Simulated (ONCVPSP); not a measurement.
**An ONCV potential for zinc, from input to tests**

Task: generate the file, and judge it by its errors in other configurations, its logarithmic derivatives, its ghosts and its cutoff.

Program: ONCVPSP 4.0.1. Reference atom: PBEsol, scalar-relativistic, spherical and spin-unpolarised. All values are calculated.

## Step 1: The design

Typed settings, in words:

| Property | Result |
| --- | --- |
| element | zinc (Zn, Z = 30) |
| type | optimised norm-conserving Vanderbilt (ONCV) |
| frozen core | [Ar] |
| valence charge | 12 |
| reference configuration | 3d10 4s1.5 (charge +0.5) |
| partial waves | 4s: rc 1.95 bohr, ncon 3, nbas 6, qcut 3.1 1/bohr, 2 projectors, debl 0.6 Ha; p scattering state at 0.03 Ha: rc 1.95 bohr, ncon 3, nbas 7, qcut 4.4 1/bohr, 2 projectors, debl 3.4 Ha; 3d: rc 1.00 bohr, ncon 5, nbas 9, qcut 13.7 1/bohr, local |
| local potential | the d channel |
| core correction | not asked for |

The nodes and maxima of the atom's own shells, from an earlier all-electron run, set the scale for the radii.

All-electron outer shells of the reference configuration (PBEsol, scalar-relativistic, ld1.x):

```csv
shell,level (eV),outermost node (bohr),outermost maximum (bohr)
3p,-87.88,0.25,0.59
3d,-14.77,–,0.57
4s,-9.86,0.85,2.04
4p,-4.20,0.92,2.71
```

## Step 2: Generating the potential

Zn.dat reads:

```
# ATOM AND REFERENCE CONFIGURATION
# atsym  z   nc   nv     iexc    psfile
  Zn 30.00    5    2  -116133      upf
#
#   n    l    f
    1    0    2.00
    2    0    2.00
    2    1    6.00
    3    0    2.00
    3    1    6.00
    3    2   10.00
    4    0    1.50
#
# PSEUDOPOTENTIAL AND OPTIMIZATION
# lmax
    2
#
#   l,   rc,      ep,       ncon, nbas, qcut
    0    1.95    0.00    3    6    3.10
    1    1.95    0.03    3    7    4.40
    2    1.00    0.00    5    9   13.70
#
# LOCAL POTENTIAL
# lloc, lpopt,  rc(5),   dvloc0
    2    5    1.00    0.00
#
# VANDERBILT-KLEINMAN-BYLANDER PROJECTORs
# l, nproj, debl
    0    2    0.60
    1    2    3.40
    2    0    2.90
#
# MODEL CORE CHARGE
# icmod, fcfact, rcfact
    0    0.00    0.00
#
# LOG DERIVATIVE ANALYSIS
# epsh1, epsh2, depsh
   -2.00    5.00    0.02
#
# OUTPUT GRID
# rlmax, drl
    6.00    0.01
#
# TEST CONFIGURATIONS
# ncnf
    4
# nvcnf
#   n    l    f
    2
    3    2   10.00
    4    0    2.00
#
    2
    3    2   10.00
    4    0    1.00
#
    2
    3    2   10.00
    4    0    0.00
#
    3
    3    2   10.00
    4    0    0.00
    4    1    1.00
#
```

Launch:

```sh
$ oncvpsp.x < Zn.dat > Zn.out
```

Q: Predict the outcome of this session. Wanted: cutoffs for 1 and 0.1 mHa per electron, occupied waves; bound ghosts; GHOST(+) flags; largest test error; largest phase difference near zero energy, channels read; projector energies reset by the program.

As calculated:

| quantity | value |
| --- | --- |
| cutoffs for 1 and 0.1 mHa per electron, occupied waves | 92 Ha and 258 Ha |
| bound ghosts | s at -326.10 eV, p at -58.59 eV |
| GHOST(+) flags | none at low energy |
| largest test error (AE − PS) | -2.6 meV, for 3d10 4s0 4p1 |
| largest phase difference near zero energy, channels read | 0.006 rad |
| projector energies reset by the program | p: 0.050, 3.450 Ha |

**Reading.** A bound ghost (s, p) makes it unfit for use: electrons can fall into a state that the atom doesn't have. By total energies transferability is very good: the largest error is 2.6 meV on 12.3 eV, for 3d10 4s0 4p1. Atomic tests can pass in spite of a ghost, since they solve only for the levels asked. It counts as very hard, with 92 Ha needed at the looser tolerance. The tighter tolerance needs 258 Ha, and converged work needs a cutoff nearer that. At the looser tolerance the 3d wave is the slowest; 4s needs 8 Ha. Near zero energy the phases of the channels with partial waves agree within 0.006 rad.
